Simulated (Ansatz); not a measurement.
A nudged elastic band was laid between two geometries of a periodic cell of 33 atoms, Al₃₂H (host Al, host structure fcc, interstitial H).

All numbers below come from Ansatz, DFT PBE, scalar-relativistic, plane waves, PAW. Settings: cutoff 420 eV, k mesh 2x2x2, gaussian smearing 0.05 eV, no spin polarisation.

- movable images: 7
- climbing image: yes
- spring: 5.0 eV/Å²
- optimiser: quadratic models (default)
- start path: straight line
- force threshold: 0.05 eV/Å
- iteration limit: 19
- end points: relaxed

Initial state:

```xyz
33
Lattice="8.1000 0.0000 0.0000 0.0000 8.1000 0.0000 0.0000 0.0000 8.1000" Properties=species:S:1:pos:R:3
Al 4.073 0.021 0.001
Al 6.054 2.002 0.001
Al 6.083 -0.008 2.019
Al 0.005 -0.016 -0.004
Al 2.021 2.036 -0.004
Al 4.039 4.054 -0.004
Al 6.091 6.070 -0.004
Al 2.026 0.021 2.047
Al 4.045 2.030 2.019
Al 6.054 4.049 2.047
Al 4.045 -0.008 4.057
Al 6.083 2.030 4.057
Al 6.054 0.021 6.075
Al -0.073 3.972 0.076
Al 2.103 6.147 0.076
Al 0.001 2.002 2.047
Al 2.022 4.053 2.013
Al 4.073 6.074 2.047
Al 0.000 0.021 4.028
Al 2.026 2.002 4.028
Al 4.073 4.049 4.028
Al 6.054 6.075 4.028
Al 2.021 -0.015 6.079
Al 4.073 2.001 6.075
Al 6.090 4.054 6.079
Al 0.006 6.069 2.010
Al 0.005 4.054 4.064
Al 2.021 6.070 4.064
Al 0.006 2.038 6.080
Al 2.104 3.971 6.000
Al 4.037 6.069 6.080
Al -0.075 6.149 5.999
H 1.015 5.059 7.088
```

Final state:

```xyz
33
Lattice="8.1000 0.0000 0.0000 0.0000 8.1000 0.0000 0.0000 0.0000 8.1000" Properties=species:S:1:pos:R:3
Al 4.058 -0.031 0.022
Al 6.092 2.046 0.007
Al 6.092 0.000 2.007
Al -0.004 0.011 0.005
Al 2.109 1.970 0.087
Al 4.032 4.026 0.007
Al 6.066 6.103 0.022
Al 2.045 -0.032 2.032
Al 4.065 2.039 2.039
Al 6.059 4.032 2.039
Al 4.032 0.000 4.068
Al 6.059 2.039 4.036
Al 6.066 -0.031 6.053
Al -0.085 4.102 0.087
Al 2.028 6.061 0.004
Al -0.008 2.045 2.007
Al 2.032 4.027 2.007
Al 4.031 6.072 2.007
Al -0.021 -0.032 4.043
Al 2.032 2.045 4.067
Al 4.065 4.033 4.035
Al 6.092 6.072 4.068
Al 2.028 0.011 6.070
Al 4.032 2.046 6.067
Al 6.092 4.026 6.067
Al -0.021 6.104 2.032
Al -0.008 4.027 4.067
Al 2.045 6.104 4.043
Al -0.085 1.970 5.987
Al 2.109 4.102 5.987
Al 4.058 6.103 6.053
Al -0.004 6.061 6.070
H 1.012 3.036 7.087
```

(1) What changes between the two ends?

(2) Give the energies along the band, and the barrier.

(3) What is the geometry of the highest image?

Answers

(1) The atom that moves furthest is H33, by 2.02 Å.

(2) The run converged. The highest image is number 4 of 0 to 8, 0.33 eV above the first end and 0.34 eV above the last; the last end lies 0.01 eV below the first. The order of the stationary point at the top wasn't checked. Limits of this set-up: coarse k mesh, odd electron count without spin.

```csv
image,path coordinate (Å),energy (eV)
0,0.00,0.00
1,0.28,0.03
2,0.55,0.14
3,0.83,0.28
4,1.11,0.33
5,1.38,0.28
6,1.66,0.14
7,1.93,0.03
8,2.21,-0.01
```

(3) 
```xyz
33
Lattice="8.1000 0.0000 0.0000 0.0000 8.1000 0.0000 0.0000 0.0000 8.1000" Properties=species:S:1:pos:R:3
Al 4.029 -0.007 0.004
Al 6.059 2.018 0.022
Al 6.089 -0.011 2.011
Al -0.022 -0.006 0.022
Al 2.034 2.011 0.009
Al 4.032 4.042 -0.007
Al 6.062 6.091 0.023
Al 2.028 -0.007 2.004
Al 4.038 2.023 2.013
Al 6.016 4.040 2.084
Al 4.037 -0.011 4.064
Al 6.087 2.023 4.062
Al 6.096 -0.007 6.071
Al -0.207 4.049 0.208
Al 2.035 6.092 0.010
Al -0.022 2.017 2.042
Al 2.019 4.042 2.007
Al 4.039 6.089 2.014
Al -0.003 -0.007 4.071
Al 2.047 2.017 4.033
Al 4.110 4.040 3.991
Al 6.087 6.089 4.061
Al 2.047 -0.006 6.053
Al 4.067 2.018 6.053
Al 6.094 4.042 6.082
Al -0.023 6.091 2.039
Al 0.007 4.042 4.068
Al 2.048 6.091 4.036
Al -0.008 2.011 6.066
Al 2.233 4.049 5.867
Al 4.064 6.091 6.052
Al -0.009 6.092 6.065
H 1.012 4.055 7.087
```

Run time: 4.1 min on 2 threads of Arm Neoverse V2 (shared host), peak memory 2 GiB.
